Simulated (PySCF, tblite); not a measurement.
# C₂H₈O₃SSi: geometry, infrared bands and NMR shifts

Aim: predict the infrared bands and NMR shifts of C₂H₈O₃SSi (`CS(=O)(=O)C[SiH2]O`).

Computed with tblite 0.8.0 and PySCF 2.14.0, with density-fitted response routines of our own, on a single molecule in the gas phase. Atoms are numbered from 0 throughout.

### 1 Starting geometry

15 atoms, charge 0, multiplicity 1; geometry from: force field or distance geometry start.

Bonds of the start (Å): C0–S1 1.76, S1–O2 1.44, S1–O3 1.45, S1–C4 1.77, C4–Si5 1.82, Si5–O6 1.67, C0–H7 1.09, C0–H8 1.09, C0–H9 1.09, C4–H10 1.09, C4–H11 1.10, Si5–H12 1.49, Si5–H13 1.48, O6–H14 0.96.

### 2 Geometry optimisation with GFN2-xTB

Job settings and geometry (Å):

```
{"job": {"kind": "relax", "xc": "GFN2-xTB", "basis": "xTB"}, "charge": 0, "multiplicity": 1}
C     -2.444600     0.459700     0.410400
S     -1.033100    -0.593400     0.409600
O     -1.187700    -1.540900    -0.668700
O     -0.851800    -1.046400     1.775700
C      0.283300     0.525800     0.020400
Si     1.860900    -0.386500    -0.032600
O      3.160900     0.598600    -0.409100
H     -3.323300    -0.137700     0.658000
H     -2.313200     1.238900     1.164400
H     -2.568300     0.897200    -0.578800
H      0.282200     1.312800     0.770800
H      0.038100     0.971400    -0.953600
H      2.196400    -0.993800     1.285400
H      1.877700    -1.454300    -1.056200
H      4.018100     0.156600    -0.436500
```

The run is started by

```bash
$ OMP_NUM_THREADS=1 python probes_run.py task.json out
```

The driver reads the jobs from task.json and runs them one after another.

**Question.** This job is followed by: GFN2-xTB harmonic vibrations, gas phase; GIAO PBE0/pcSseg-1 NMR shielding, non-relativistic, gas phase. What will the session give for the following? strongest single infrared mode (GFN2-xTB); zero-point energy (GFN2-xTB); 13C shifts against TMS (PBE0/pcSseg-1); 1H shifts against TMS (PBE0/pcSseg-1, means over atoms taken as alike); 33S shifts against CS2 (PBE0/pcSseg-1); 17O shifts against H2O (PBE0/pcSseg-1, means over atoms taken as alike); 29Si shifts against TMS (PBE0/pcSseg-1).

The runs gave:

```
                                                               quantity                       value
                              strongest single infrared mode (GFN2-xTB)       1254 cm⁻¹, 493 km/mol
                                           zero-point energy (GFN2-xTB)               64.5 kcal/mol
                                 13C shifts against TMS (PBE0/pcSseg-1)              51.5, 51.3 ppm
 1H shifts against TMS (PBE0/pcSseg-1, means over atoms taken as alike)  5.63, 2.84, 2.63, 0.74 ppm
                                 33S shifts against CS2 (PBE0/pcSseg-1)                     294 ppm
17O shifts against H2O (PBE0/pcSseg-1, means over atoms taken as alike)              233.9, 7.2 ppm
                                29Si shifts against TMS (PBE0/pcSseg-1)                   -16.2 ppm
```

What this shows: The optimisation took 41 steps and gained 0.278 eV; among the close pairs (by a distance rule), C4–Si5 changed most, from 1.823 to 1.890 Å. All 39 modes are real, so the xTB geometry is a minimum. The strongest single mode, at 1254 cm⁻¹, has its largest shares on S1, O3 and O2 (the list is cut at 3 atoms). GFN2-xTB is a fitted tight-binding method: band positions and strengths are rough. Its intensities can rank the bands wrongly. At PBE0/pcSseg-1: Shielding is most anisotropic at S1 (span 320 ppm, paramagnetic term -845 ppm).
